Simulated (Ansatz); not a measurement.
# B2H6Si2: the cost of one run

Method: RKS PBE0-D4/cc-pVDZ, in Ansatz 0.2.0.

## 1. The system as given

Bond lengths: Si1–Si2 2.323 Å, Si2–B3 1.996 Å, Si2–B4 2.007 Å, B3–B4 1.484 Å, Si1–H5 1.471 Å, Si1–H6 1.471 Å, Si1–H7 1.467 Å, Si2–H8 1.493 Å, B3–H9 1.166 Å, B4–H10 1.164 Å. Angles (14 of 18 angles, heavy atoms first): Si1–Si2–B3 110.3°, Si1–Si2–B4 153.8°, B3–Si2–B4 43.5°, Si2–B3–B4 68.6°, Si2–B4–B3 67.8°, Si1–Si2–H8 100.9°, B3–Si2–H8 148.8°, B4–Si2–H8 105.3°, Si2–Si1–H5 113.4°, Si2–Si1–H6 113.3°, Si2–Si1–H7 111.2°, Si2–B3–H9 117.1°, B4–B3–H9 174.3°, Si2–B4–H10 119.3°.

Coordinates:

```xyz
10

Si   -1.6822    0.3249   -0.6122
Si    0.3604   -0.6022   -0.0081
B     1.5243    0.7803    0.8397
B     2.2095   -0.5345    0.7698
H    -1.9810    0.1980   -2.0466
H    -2.8241   -0.2660    0.1020
H    -1.7214    1.7613   -0.3176
H     0.1715   -2.0164   -0.4496
H     1.0846    1.8551    0.9400
H     2.8586   -1.5005    0.7826
```

## 2. Relaxing end A

Contents of input.yaml:

```yaml
crystal:
  periodic: [false, false, false]
  atoms:
    - { symbol: Si, position_ang: [-1.68224, 0.32489, -0.61225] }
    - { symbol: Si, position_ang: [0.36039, -0.6022, -0.00813] }
    - { symbol: B, position_ang: [1.52428, 0.78028, 0.83974] }
    - { symbol: B, position_ang: [2.2095, -0.53447, 0.76977] }
    - { symbol: H, position_ang: [-1.98105, 0.19801, -2.04656] }
    - { symbol: H, position_ang: [-2.82413, -0.26601, 0.10198] }
    - { symbol: H, position_ang: [-1.72142, 1.7613, -0.31757] }
    - { symbol: H, position_ang: [0.17147, -2.01638, -0.44965] }
    - { symbol: H, position_ang: [1.08464, 1.85506, 0.94002] }
    - { symbol: H, position_ang: [2.85856, -1.50048, 0.78265] }
basis:
  gaussian: { orbitals: cc-pVDZ }
hamiltonian:
  xc: pbe0
  dispersion: d4
relax:
  f_tol: 0.02
  max_steps: 50
```

Run with:

```sh
$ ansatz run input.yaml --threads 2 --pin off --max-ram 3072MiB --backend cpu --events-out ev --progress --plain --runs-dir out
```

What time and memory should one allow on 2 threads of Arm Neoverse V1, shared host?

About 17 s, with a peak of 0.19 GiB.
